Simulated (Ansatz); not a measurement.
# MgBr+ (triplet): from Hartree-Fock to the top rungs at distance Br1–Mg2 = 7.645 Å, cc-pVDZ

One table from this session's results is given with a row withheld; the runs are named, their logs left out.

Program: Ansatz 0.2.0, Gaussian basis. Level of theory: cc-pVDZ, core rule «outside noble gas», up to 19 orbitals frozen. These are calculated values, not measurements.

To be run: UHF; CCSD(T) on ROHF; CCSD(T) on UHF; BCCD(T) on ROHF; CISD; CCSDT(Q) on ROHF; CCSDT(Q) on UHF; CASSCF and MRCISD+Q, 4 electrons in 4 orbitals; CASSCF and NEVPT2, 4 electrons in 4 orbitals.

47 further runs of the same task are left out: 22 for a known fault of the program, 2 for a mislabelled method, 19 that didn't finish, 4 set aside as unsound or not needed.

### The system

The geometry derives from a PBE0/def2-TZVP stationary point (not a proven minimum). One bond is set to the value named and the two fragments are kept rigid. No spin-orbit coupling is included. The filled d shell of Br may be among the frozen orbitals whatever the setting's name suggests; the logs give the count.

2 atoms, charge 1, spin multiplicity 3.

Atoms are counted from 1 here; the program's logs count them from 0.

No contacts short enough for the rule that draws bonds.

Set-up of the first run:

Input file in.yaml:

```yaml
crystal:
  periodic: [false, false, false]
  atoms:
    - {symbol: Br, position_ang: [0.000000, 0.000000, 0.000000]}
    - {symbol: Mg, position_ang: [0.000000, 0.000000, 7.645000]}
basis:
  gaussian: {orbitals: cc-pVDZ}
total_charge: 1
magnetization: {spin_polarized: true, initial_magnetization: 2}
hamiltonian: {xc: hf}
output: {orbitals: {seedname: orbitals}}
```

Started as:

```
> ansatz run in.yaml --threads 1 --pin off --events-out ev --progress --plain --max-ram 2393MiB
```

Among the steps run: UHF; CCSD(T) on ROHF; CCSD(T) on UHF; BCCD(T) on ROHF; CISD; CCSDT(Q) on ROHF; CCSDT(Q) on UHF; CASSCF and MRCISD+Q, 4 electrons in 4 orbitals; CASSCF and NEVPT2, 4 electrons in 4 orbitals.

One table of the session follows, with a row left open; its other results are not shown here.

```
       method  from UCCSDT(Q) (kJ/mol)
         ROHF                   +292.3
          UHF                   +283.1
         RMP2                    +39.1
         UMP2                    +40.3
         CISD                    +11.8
        RCCSD                     +3.5
        UCCSD                        ?
     RCCSD(T)                     +1.1
     UCCSD(T)                     +0.8
      BCCD(T)                     +1.1
       RCCSDT                     +0.7
       UCCSDT                     +0.4
    RCCSDT(Q)                     +0.3
    UCCSDT(Q)                        0
  CASSCF pair                   +267.7
  NEVPT2 pair                    +35.2
  MRCISD pair                    +10.3
MRCISD+Q pair                     -1.5
```

**Question.** Estimate the row for UCCSD.

As computed: from UCCSDT(Q) (kJ/mol): +3.0. In the column «from UCCSDT(Q) (kJ/mol)» it lies between BCCD(T) (+1.1) and RCCSD (+3.5).

Caveats from the session: Restricted and unrestricted rows rest on different reference determinants; where their highest levels disagree by more than a few hundredths of an eV, they describe different states and don't form one ladder.
